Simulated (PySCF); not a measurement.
**AsH: bond curves at several levels of theory**

One table from this session's results is given with a row withheld; the runs are named, their logs left out.

Program: PySCF 2.14.0. Level of theory: As 6-31G(d,p), H 6-31G(d,p), no relativity. These are calculated values, not measurements.

The first run:

Settings of the job:

| Quantity | Value |
| --- | --- |
| atoms | As, H |
| charge | 0 |
| basis | As 6-31G(d,p), H 6-31G(d,p) |
| Hamiltonian | no relativity |
| basis functions | 37 |
| electrons treated | 34 |
| masses in u | 74.9216, 1.0078 |
| levels | PBE0, PBE, r²SCAN, MN15, LDA, B3LYP, LC-ωPBE, HF, MP2, SCS-MP2, CCSD, CCSD(T) |
| grid | 80 radial by 434 angular points |
| occupations | held fixed by the projection of orbital angular momentum |
| dissociation limit | As + H, each in its ground configuration |
| starting distance in angstrom | 1.495 |
| values of 2S to try | 0, 2, 4 |

The run is started by

```bash
$ OMP_NUM_THREADS=1 python dia.py task.json out
```

Steps of the session up to this table: Input; The PBE0 curve of the state that the search chose; Excited determinants; PBE (GGA); r²SCAN (meta-GGA); MN15; LDA (local density); B3LYP (global hybrid GGA); LC-ωPBE; UHF; Adding correlation.

One table of the session follows, with a row left open; its other results are not shown here.

Energy (eV) from each level's lowest point:

| R (Å) | UHF | UHF-MP2 | UHF-SCS-MP2 | UHF-CCSD | UHF-CCSD(T) |
| --- | --- | --- | --- | --- | --- |
| 1.319 | 0.512 | 0.498 | 0.510 | n/a | n/a |
| 1.381 | 0.217 | 0.211 | 0.220 | 0.237 | 0.241 |
| 1.442 | 0.056 | 0.055 | 0.061 | 0.072 | 0.074 |
| 1.488 | 0.005 | 0.005 | 0.008 | 0.014 | 0.015 |
| 1.534 | 0.000 | 0.000 | 0.000 | 0.000 | 0.000 |
| 1.580 | ? | ? | ? | ? | ? |
| 1.641 | 0.124 | 0.118 | 0.112 | 0.094 | 0.090 |
| 1.718 | 0.293 | 0.278 | 0.268 | 0.234 | 0.227 |
| 1.810 | 0.546 | 0.522 | 0.510 | 0.447 | 0.436 |
| 1.933 | 0.908 | 0.920 | 0.922 | n/a | n/a |

**Question.** Estimate the row for R (Å) = 1.580.

Worked estimate for «UHF». A straight line through the neighbours (1.534, 0.000) and (1.641, 0.124) gives 0.000 + (0.124 − 0.000) × (1.580 − 1.534) / (1.641 − 1.534) = 0.053; a parabola fitted to 4 rows on both sides gives 0.037.

**Answer.** UHF: 0.033; UHF-MP2: 0.032; UHF-SCS-MP2: 0.029; UHF-CCSD: 0.022; UHF-CCSD(T): 0.021. In «UHF» the line misses by +0.020 and the parabola by +0.004.

To keep in mind: Lowest PBE0 solution found, without spin–orbit coupling: ³Σ⁻ (triplet), unpaired electrons π ↑↑. Warnings in the runs' records: inverted.
